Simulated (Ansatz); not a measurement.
# C₂H₇OSb: small, medium and large basis sets

An exercise on one series of results from a longer session: the logs are not shown, and one member is left open.

Method: one geometry, several basis sets; program: Ansatz 0.2.0, Gaussian basis.

Plan: PBE0-D4/def2-SVP; ωB97M-V/def2-SVP; PBE0-D4/def2-QZVPP; ωB97M-V/def2-QZVPP; the functionals' def2-TZVPP values are taken from earlier runs.

**The geometry**

An earlier PBE0-D4 in a triple-zeta def2 set relaxation fixed the geometry. Sb takes the def2 core potential; no spin-orbit term is included.

SMILES `C[O][SbH][CH3]`, 11 atoms, charge 0, spin multiplicity 1.

Atoms are counted from 1 here; the program's logs count them from 0.

Bond lengths: C1–O2 1.404 Å, C1–H5 1.099 Å, C1–H6 1.094 Å, C1–H7 1.099 Å, O2–Sb3 1.976 Å, Sb3–C4 2.151 Å, Sb3–H8 1.713 Å, C4–H9 1.090 Å, C4–H10 1.092 Å, C4–H11 1.090 Å. Angles: O2–C1–H5 112.4°, O2–C1–H6 108.0°, O2–C1–H7 112.8°, H5–C1–H6 107.7°, H5–C1–H7 107.9°, H6–C1–H7 107.8°, C1–O2–Sb3 117.7°, O2–Sb3–C4 95.7°, O2–Sb3–H8 91.6°, C4–Sb3–H8 92.9°, Sb3–C4–H9 109.8°, Sb3–C4–H10 109.8°, Sb3–C4–H11 108.6°, H9–C4–H10 109.0°, H9–C4–H11 109.9°, H10–C4–H11 109.7°.

Coordinates:

```
atom    x (Å)    y (Å)    z (Å)
  C1  -1.5025   1.3291   0.1121
  O2  -0.6327   0.5407   0.8829
 Sb3  -0.3177  -1.3207   0.2980
  C4   1.6031  -0.9407  -0.5925
  H5  -1.0712   1.5989  -0.8622
  H6  -1.6921   2.2563   0.6604
  H7  -2.4709   0.8425  -0.0699
  H8   0.3686  -1.7321   1.8127
  H9   1.4720  -0.5625  -1.6062
 H10   2.1821  -1.8654  -0.6297
 H11   2.1268  -0.2030   0.0147
```

The first run:

The input, in.yaml:

```yaml
crystal:
  periodic: [false, false, false]
  atoms:
    - {symbol: C, position_ang: [-1.502467, 1.329148, 0.112106]}
    - {symbol: O, position_ang: [-0.632745, 0.540673, 0.882892]}
    - {symbol: Sb, position_ang: [-0.317717, -1.320736, 0.298050]}
    - {symbol: C, position_ang: [1.603075, -0.940725, -0.592463]}
    - {symbol: H, position_ang: [-1.071233, 1.598903, -0.862225]}
    - {symbol: H, position_ang: [-1.692113, 2.256270, 0.660380]}
    - {symbol: H, position_ang: [-2.470852, 0.842506, -0.069873]}
    - {symbol: H, position_ang: [0.368560, -1.732112, 1.812708]}
    - {symbol: H, position_ang: [1.471951, -0.562466, -1.606172]}
    - {symbol: H, position_ang: [2.182116, -1.865425, -0.629658]}
    - {symbol: H, position_ang: [2.126827, -0.203036, 0.014654]}
basis:
  gaussian: {orbitals: def2-SVP}
hamiltonian: {xc: pbe0, dispersion: d4}
output: {orbitals: {seedname: orbitals}}
```

The run is started by

```bash
ansatz run in.yaml --threads 4 --pin off --events-out ev --progress --plain --max-ram 10444MiB
```

Steps of the session up to this table: PBE0-D4 in def2-SVP; ωB97M-V in def2-SVP; PBE0-D4 in def2-QZVPP; ωB97M-V in def2-QZVPP.

One table of the session follows, with a row left open; its other results are not shown here.

It belongs to the step «Functionals by basis». 

```
functional       basis  HOMO (eV)
   PBE0-D4    def2-SVP      -6.71
   PBE0-D4  def2-TZVPP      -6.85
   PBE0-D4  def2-QZVPP      -6.88
   ωB97M-V    def2-SVP      -8.83
   ωB97M-V  def2-TZVPP          ?
   ωB97M-V  def2-QZVPP      -9.02
```

**Question.** Estimate the row for ωB97M-V, def2-TZVPP.

The run gave: HOMO (eV): -8.99. In the column «HOMO (eV)» it lies between ωB97M-V, def2-QZVPP (-9.02) and ωB97M-V, def2-SVP (-8.83).
